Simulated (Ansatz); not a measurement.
# SiBr (doublet): wave-function methods side by side, aug-cc-pVDZ

One table from this session's results is given with a row withheld; the runs are named, their logs left out.

The runs use Ansatz 0.2.0, Gaussian basis; aug-cc-pVDZ, core rule «outside noble gas», up to 19 orbitals frozen.

Plan: UHF; CCSD(T) on ROHF; CCSD(T) on UHF; BCCD(T) on ROHF; CISD; CCSDT(Q) on ROHF; CCSDT(Q) on UHF; CASSCF and MRCISD+Q, 11 electrons in 8 orbitals; CASSCF and NEVPT2, 11 electrons in 8 orbitals.

22 further runs of the same task are left out: 2 for a known fault of the program, 8 that didn't finish, 12 set aside as unsound or not needed.

### The geometry

The geometry is a PBE0/def2-TZVPD stationary point (not a proven minimum) of the parent state, kept for this charge and spin. No spin-orbit coupling is included. The filled d shell of Br may be among the frozen orbitals whatever the setting's name suggests; the logs give the count.

2 atoms, charge 0, spin multiplicity 2.

Atoms are counted from 1 here; the program's logs count them from 0.

Bond lengths: Si1–Br2 2.426 Å.

The first run:

Contents of in.yaml:

```yaml
crystal:
  periodic: [false, false, false]
  atoms:
    - {symbol: Si, position_ang: [0.000000, 0.000000, 0.000000]}
    - {symbol: Br, position_ang: [0.000000, 0.000000, 2.426100]}
basis:
  gaussian: {orbitals: aug-cc-pVDZ}
magnetization: {spin_polarized: true, initial_magnetization: 1}
hamiltonian: {xc: hf}
output: {orbitals: {seedname: orbitals}}
```

The run is started by

```console
$ ansatz run in.yaml --threads 1 --pin off --events-out ev --progress --plain --max-ram 2393MiB
```

Among the steps run: UHF; CCSD(T) on ROHF; CCSD(T) on UHF; BCCD(T) on ROHF; CISD; CCSDT(Q) on ROHF; CCSDT(Q) on UHF; CASSCF and MRCISD+Q, 11 electrons in 8 orbitals; CASSCF and NEVPT2, 11 electrons in 8 orbitals.

One of the session's tables, all rows but one given; the rest of the session is left out.

It belongs to the step «Misses and costs». 

```
          method  from UCCSDT(Q) (meV)
            ROHF               +6050.7
             UHF               +5925.3
            RMP2                +972.0
            UMP2                +987.2
            CISD                +726.5
           RCCSD                +249.7
           UCCSD                     ?
        RCCSD(T)                 +45.7
        UCCSD(T)                 +46.2
         BCCD(T)                 +45.6
          RCCSDT                 +16.4
          UCCSDT                 +16.3
       RCCSDT(Q)                  +3.4
       UCCSDT(Q)                     0
  CASSCF valence               +5144.4
  NEVPT2 valence               +1182.3
  MRCISD valence                +498.8
MRCISD+Q valence                 +46.7
```

Estimate the missing values for UCCSD.

**Answer.** from UCCSDT(Q) (meV): +246.4. In the column «from UCCSDT(Q) (meV)» it lies between MRCISD+Q valence (+46.7) and RCCSD (+249.7).

To keep in mind: Restricted and unrestricted rows rest on different reference determinants; where their highest levels disagree by more than a few hundredths of an eV, they describe different states and don't form one ladder.
